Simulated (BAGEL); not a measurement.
# HF/3-21G (density fitting with cc-pvqz-jkfit) run of C3H11AlO (SMILES C[Al-](C)(C)[OH2+])

Aim: the energy change on altering one bond length of C3H11AlO at HF/3-21G (density fitting with cc-pvqz-jkfit), from 2 runs. 

The calculation is run with BAGEL 1.2.2.

3 further runs of the same task are left out: 1 that didn't finish, 2 set aside as unsound or not needed.

### 1 The molecule

The species is C3H11AlO (16 atoms), meant as a singlet with charge 0. SMILES: `C[Al-](C)(C)[OH2+]`. Geometry: relaxed at PBE0-D4/def2-TZVP. This is one conformer, not always the lowest.

Bond lengths: C1–Al2 1.979 Å, Al2–C3 1.979 Å, Al2–C4 1.966 Å, Al2–O5 2.056 Å, C1–H6 1.097 Å, C1–H7 1.096 Å, C1–H8 1.097 Å, C3–H9 1.097 Å, C3–H10 1.097 Å, C3–H11 1.096 Å, C4–H12 1.095 Å, C4–H13 1.096 Å, C4–H14 1.095 Å, O5–H15 0.964 Å, O5–H16 0.964 Å. Some angles: C1–Al2–C3 117.8°, C1–Al2–C4 117.9°, C1–Al2–O5 96.3°, C3–Al2–C4 118.0°, C3–Al2–O5 96.3°, C4–Al2–O5 102.6°, Al2–C1–H6 113.5°, Al2–C1–H7 110.5°, Al2–C1–H8 113.0°, Al2–C3–H9 113.0°.

### 2 The energy at HF/3-21G (density fitting with cc-pvqz-jkfit)

Input file hf.json:

```json
{ "bagel" : [

{
  "title" : "molecule",
  "basis" : "3-21g",
  "df_basis" : "cc-pvqz-jkfit",
  "angstrom" : true,
  "geometry" : [
    { "atom" : "C", "xyz" : [      -0.637980,       0.723110,      -1.712710 ] },
    { "atom" : "Al", "xyz" : [       0.085580,      -0.140530,      -0.085580 ] },
    { "atom" : "C", "xyz" : [       1.698930,       0.654370,       0.740480 ] },
    { "atom" : "C", "xyz" : [      -0.210750,      -2.071140,       0.142530 ] },
    { "atom" : "O", "xyz" : [      -1.268240,       0.678630,       1.227590 ] },
    { "atom" : "H", "xyz" : [      -0.585750,       1.818080,      -1.686750 ] },
    { "atom" : "H", "xyz" : [      -0.069050,       0.414640,      -2.597260 ] },
    { "atom" : "H", "xyz" : [      -1.679210,       0.445600,      -1.917720 ] },
    { "atom" : "H", "xyz" : [       1.843550,       0.343900,       1.782560 ] },
    { "atom" : "H", "xyz" : [       1.707300,       1.750610,       0.717030 ] },
    { "atom" : "H", "xyz" : [       2.601530,       0.334090,       0.207600 ] },
    { "atom" : "H", "xyz" : [      -0.016600,      -2.405220,       1.167190 ] },
    { "atom" : "H", "xyz" : [       0.454110,      -2.651670,      -0.507280 ] },
    { "atom" : "H", "xyz" : [      -1.233710,      -2.369370,      -0.110180 ] },
    { "atom" : "H", "xyz" : [      -0.808840,       1.221910,       1.877580 ] },
    { "atom" : "H", "xyz" : [      -1.880870,       1.252980,       0.754900 ] }
  ]
},

{
  "title" : "hf"
},

{
  "title" : "print",
  "file" : "orbitals.molden",
  "orbitals" : true
}

]}
```

On the command line:

```
$ BAGEL_NUM_THREADS=1 BAGEL hf.json > hf.out
```

Standard output:

```text
* using 1 threads per process

  ===============================================================
  ===============================================================

  *** Geometry ***

  { "atom" : "C", "xyz" : [     -1.205607,      1.366480,     -3.236553 ] },
  { "atom" : "Al", "xyz" : [      0.161723,     -0.265563,     -0.161723 ] },
  { "atom" : "C", "xyz" : [      3.210512,      1.236580,      1.399304 ] },
  { "atom" : "C", "xyz" : [     -0.398260,     -3.913887,      0.269343 ] },
  { "atom" : "O", "xyz" : [     -2.396626,      1.282425,      2.319809 ] },
  { "atom" : "H", "xyz" : [     -1.106907,      3.435673,     -3.187496 ] },
  { "atom" : "H", "xyz" : [     -0.130486,      0.783556,     -4.908110 ] },
  { "atom" : "H", "xyz" : [     -3.173247,      0.842062,     -3.623966 ] },
  { "atom" : "H", "xyz" : [      3.483805,      0.649877,      3.368550 ] },
  { "atom" : "H", "xyz" : [      3.226329,      3.308173,      1.354990 ] },
  { "atom" : "H", "xyz" : [      4.916179,      0.631339,      0.392307 ] },
  { "atom" : "H", "xyz" : [     -0.031369,     -4.545207,      2.205669 ] },
  { "atom" : "H", "xyz" : [      0.858144,     -5.010930,     -0.958620 ] },
  { "atom" : "H", "xyz" : [     -2.331374,     -4.477460,     -0.208210 ] },
  { "atom" : "H", "xyz" : [     -1.528486,      2.309075,      3.548112 ] },
  { "atom" : "H", "xyz" : [     -3.554329,      2.367789,      1.426554 ] },

  Number of auxiliary basis functions:     1133

  Since a DF basis is specified, we compute 2- and 3-index integrals:
    o Being stored without compression. Storage requirement is 0.046 GB

  Number of basis functions:       71
  Number of electrons      :       50

    * METHOD: MOLECULE                             1.26

  *** RHF ***

  === Nuclear Repulsion ===
   235.9991772025

      * DIIS with orbital gradients will be used.

  === RHF iteration (3-21g) ===
      0       -434.25845506          0.02241391           0.16
      1       -434.41818128          0.00875369           0.16
      2       -434.44556573          0.00145489           0.17
      3       -434.44655835          0.00037594           0.16
      4       -434.44661993          0.00005786           0.15
      5       -434.44662329          0.00000914           0.15
      6       -434.44662338          0.00000230           0.15
      7       -434.44662339          0.00000044           0.15
      8       -434.44662339          0.00000012           0.15
      9       -434.44662339          0.00000005           0.15
     10       -434.44662339          0.00000002           0.15
     11       -434.44662339          0.00000000           0.15
    * SCF iteration converged.

    * Permanent dipole moment:
           (    0.865506,    -1.299618,    -0.860966) a.u.

    * METHOD: HF                                   2.18

    * METHOD: PRINT                                0.01

  ===============================================================
```

Wall time 3.9 s (1 thread of Intel Xeon 6975P-C (Granite Rapids), shared host); peak memory 0.22 GiB.

### 3 The distorted shape, same level

Input file input.json:

```json
{ "bagel": [

{
  "title": "molecule",
  "basis": "3-21g",
  "df_basis": "cc-pvqz-jkfit",
  "angstrom": true,
  "geometry": [
    { "atom": "C", "xyz": [      -0.434918,       0.600243,      -1.909675 ] },
    { "atom": "Al", "xyz": [       0.288642,      -0.263397,      -0.282545 ] },
    { "atom": "C", "xyz": [       1.901992,       0.531503,       0.543515 ] },
    { "atom": "C", "xyz": [      -0.007688,      -2.194007,      -0.054435 ] },
    { "atom": "O", "xyz": [      -1.268240,       0.678630,       1.227590 ] },
    { "atom": "H", "xyz": [      -0.382688,       1.695213,      -1.883715 ] },
    { "atom": "H", "xyz": [       0.134012,       0.291773,      -2.794225 ] },
    { "atom": "H", "xyz": [      -1.476148,       0.322733,      -2.114685 ] },
    { "atom": "H", "xyz": [       2.046612,       0.221033,       1.585595 ] },
    { "atom": "H", "xyz": [       1.910362,       1.627743,       0.520065 ] },
    { "atom": "H", "xyz": [       2.804592,       0.211223,       0.010635 ] },
    { "atom": "H", "xyz": [       0.186462,      -2.528087,       0.970225 ] },
    { "atom": "H", "xyz": [       0.657172,      -2.774537,      -0.704245 ] },
    { "atom": "H", "xyz": [      -1.030648,      -2.492237,      -0.307145 ] },
    { "atom": "H", "xyz": [      -0.808840,       1.221910,       1.877580 ] },
    { "atom": "H", "xyz": [      -1.880870,       1.252980,       0.754900 ] }
  ]
},

{ "title": "hf" },

{ "title": "print", "file": "orbitals.molden", "orbitals": true }

]}
```

On the command line:

```
$ BAGEL_NUM_THREADS=1 BAGEL input.json > input.out
```

Standard output:

```text
* using 1 threads per process

  ===============================================================
  ===============================================================

  *** Geometry ***

  { "atom" : "C", "xyz" : [     -0.821876,      1.134295,     -3.608763 ] },
  { "atom" : "Al", "xyz" : [      0.545454,     -0.497748,     -0.533933 ] },
  { "atom" : "C", "xyz" : [      3.594244,      1.004395,      1.027094 ] },
  { "atom" : "C", "xyz" : [     -0.014528,     -4.146072,     -0.102867 ] },
  { "atom" : "O", "xyz" : [     -2.396626,      1.282425,      2.319809 ] },
  { "atom" : "H", "xyz" : [     -0.723176,      3.203488,     -3.559705 ] },
  { "atom" : "H", "xyz" : [      0.253246,      0.551371,     -5.280320 ] },
  { "atom" : "H", "xyz" : [     -2.789515,      0.609877,     -3.996175 ] },
  { "atom" : "H", "xyz" : [      3.867536,      0.417692,      2.996340 ] },
  { "atom" : "H", "xyz" : [      3.610061,      3.075988,      0.982780 ] },
  { "atom" : "H", "xyz" : [      5.299911,      0.399154,      0.020097 ] },
  { "atom" : "H", "xyz" : [      0.352362,     -4.777392,      1.833460 ] },
  { "atom" : "H", "xyz" : [      1.241875,     -5.243115,     -1.330830 ] },
  { "atom" : "H", "xyz" : [     -1.947642,     -4.709645,     -0.580420 ] },
  { "atom" : "H", "xyz" : [     -1.528486,      2.309075,      3.548112 ] },
  { "atom" : "H", "xyz" : [     -3.554329,      2.367789,      1.426554 ] },

  Number of auxiliary basis functions:     1133

  Since a DF basis is specified, we compute 2- and 3-index integrals:
    o Being stored without compression. Storage requirement is 0.046 GB

  Number of basis functions:       71
  Number of electrons      :       50

    * METHOD: MOLECULE                             1.18

  *** RHF ***

  === Nuclear Repulsion ===
   228.9189770151

      * DIIS with orbital gradients will be used.

  === RHF iteration (3-21g) ===
      0       -434.24754889          0.02264961           0.16
      1       -434.40713795          0.00906065           0.15
      2       -434.43633371          0.00148973           0.15
      3       -434.43737575          0.00038885           0.17
      4       -434.43744324          0.00005739           0.16
      5       -434.43744666          0.00000944           0.16
      6       -434.43744676          0.00000259           0.16
      7       -434.43744677          0.00000050           0.16
      8       -434.43744677          0.00000014           0.16
      9       -434.43744677          0.00000006           0.16
     10       -434.43744677          0.00000002           0.15
     11       -434.43744677          0.00000000           0.16
    * SCF iteration converged.

    * Permanent dipole moment:
           (    0.793411,    -1.242316,    -0.790707) a.u.

    * METHOD: HF                                   2.21

    * METHOD: PRINT                                0.01

  ===============================================================
```

It took 3.9 s on 1 thread of Intel Xeon 6975P-C (Granite Rapids), shared host; peak memory 0.22 GiB.

### 4 Summary of results

Level: HF/3-21G (density fitting with cc-pvqz-jkfit).

```
                                                          quantity          value
                                         first shape: total energy  -434.44662 Eh
                                        first shape: dipole moment         4.53 D
                                          first shape: HOMO energy       -9.77 eV
                                          first shape: LUMO energy        4.42 eV
                                        first shape: HOMO–LUMO gap       14.19 eV
                                     distorted shape: total energy  -434.43745 Eh
                                    distorted shape: dipole moment         4.25 D
                                      distorted shape: HOMO energy       -9.87 eV
                                      distorted shape: LUMO energy        4.34 eV
                                    distorted shape: HOMO–LUMO gap       14.21 eV
energy change with the Al2–O5 bond stretched from 2.056 to 2.365 Å       0.250 eV
```

**Reading.** With the Al2–O5 bond stretched from 2.056 to 2.365 Å the energy rises by 0.25 eV (5.8 kcal/mol). The first shape isn't relaxed at this level, so the change isn't measured from a minimum.
